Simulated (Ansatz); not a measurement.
# GeH2 (triplet): wave-function methods side by side at angle H2–Ge1–H3 = 180.0°, cc-pVDZ

How much of the correlation energy of GeH2 (triplet) does each wave-function method recover here?

Program: Ansatz 0.2.0, Gaussian basis. Level of theory: cc-pVDZ, core rule «outside noble gas», up to 14 orbitals frozen. These are calculated values, not measurements.

Plan: UHF; CCSD(T) on ROHF; CCSD(T) on UHF; BCCD(T) on ROHF; CISD; CCSDT(Q) on ROHF; CCSDT(Q) on UHF; CASSCF and MRCISD+Q, 4 electrons in 4 orbitals; CASSCF and NEVPT2, 4 electrons in 4 orbitals; CASSCF and MRCISD+Q, 6 electrons in 6 orbitals; CASSCF and MRCISD+Q(relaxed), 6 electrons in 6 orbitals; CASSCF and NEVPT2, 6 electrons in 6 orbitals; Full CI.

15 further runs of the same task are left out: 2 for a mislabelled method, 9 that didn't finish, 4 set aside as unsound or not needed.

## Step 1: What is computed

The geometry derives from a PBE0/def2-TZVP stationary point (not a proven minimum). One angle is set to the value named; bond lengths are kept. No spin-orbit coupling is included. The filled d shell of Ge may be among the frozen orbitals whatever the setting's name suggests; the logs give the count.

3 atoms, charge 0, spin multiplicity 3.

Atoms are counted from 1 here; the program's logs count them from 0.

Bond lengths: Ge1–H2 1.541 Å, Ge1–H3 1.541 Å. Angles: H2–Ge1–H3 180.0°.

## Step 2: UHF

The input, in.yaml:

```yaml
crystal:
  periodic: [false, false, false]
  atoms:
    - {symbol: Ge, position_ang: [0.000000, 0.000000, 0.000000]}
    - {symbol: H, position_ang: [0.000000, 0.000000, -1.540535]}
    - {symbol: H, position_ang: [0.000000, 0.000000, 1.540535]}
basis:
  gaussian: {orbitals: cc-pVDZ}
magnetization: {spin_polarized: true, initial_magnetization: 2}
hamiltonian: {xc: hf}
output: {orbitals: {seedname: orbitals}}
```

Started as:

```
$ ansatz run in.yaml --threads 1 --pin off --events-out ev --progress --plain --max-ram 2393MiB
```

The runs that follow: CCSD(T) on ROHF; CCSD(T) on UHF; BCCD(T) on ROHF; CISD; CCSDT(Q) on ROHF; CCSDT(Q) on UHF; CASSCF and MRCISD+Q, 4 electrons in 4 orbitals; CASSCF and NEVPT2, 4 electrons in 4 orbitals; CASSCF and MRCISD+Q, 6 electrons in 6 orbitals; CASSCF and MRCISD+Q(relaxed), 6 electrons in 6 orbitals; CASSCF and NEVPT2, 6 electrons in 6 orbitals; Full CI.

Q: Predict the results of all the runs planned. Wanted: FCI below the RHF energy; RMP2 from FCI; UMP2 from FCI; RCCSD from FCI; RCCSD(T) from FCI; UCCSD(T) from FCI; RCCSDT(Q) from FCI; UCCSDT(Q) from FCI; NEVPT2 pair from FCI.

**Answer**, as computed:

| quantity | value |
| --- | --- |
| FCI below the RHF energy | -2.9674 eV |
| RMP2 from FCI | +69.7 kJ/mol |
| UMP2 from FCI | +68.1 kJ/mol |
| RCCSD from FCI | +8.0 kJ/mol |
| RCCSD(T) from FCI | +2.0 kJ/mol |
| UCCSD(T) from FCI | +0.8 kJ/mol |
| RCCSDT(Q) from FCI | 0.0 kJ/mol |
| UCCSDT(Q) from FCI | -1.1 kJ/mol |
| NEVPT2 pair from FCI | +63.3 kJ/mol |
| MRCISD+Q pair from FCI | +0.5 kJ/mol |
| NEVPT2 valence from FCI | +42.8 kJ/mol |
| levels within 1 kcal/mol (43 meV) | RCCSD(T), UCCSD(T), BCCD(T), RCCSDT, UCCSDT, RCCSDT(Q), UCCSDT(Q), MRCISD+Q pair, MRCISD+Q valence, MRCISD+Q(relaxed) valence |
| T1 diagnostic | 0.033 |
| effectively unpaired electrons | 2.06 |

In words: RCCSD(T) misses by +2.0 kJ/mol, 0.7 % of the correlation energy. UCCSDT, UCCSDT(Q), MRCISD+Q valence, MRCISD+Q(relaxed) valence fall below full CI: unrestricted runs freeze a spin-polarised core, another one than full CI's, and coupled cluster isn't variational. One determinant dominates. Of the multireference levels listed MRCISD+Q valence comes nearest in total energy (-0.3 kJ/mol), which doesn't show that its space is the better one. These misses are within one basis, not against nature; the frozen cores of restricted and unrestricted runs differ, which can shift their rows.
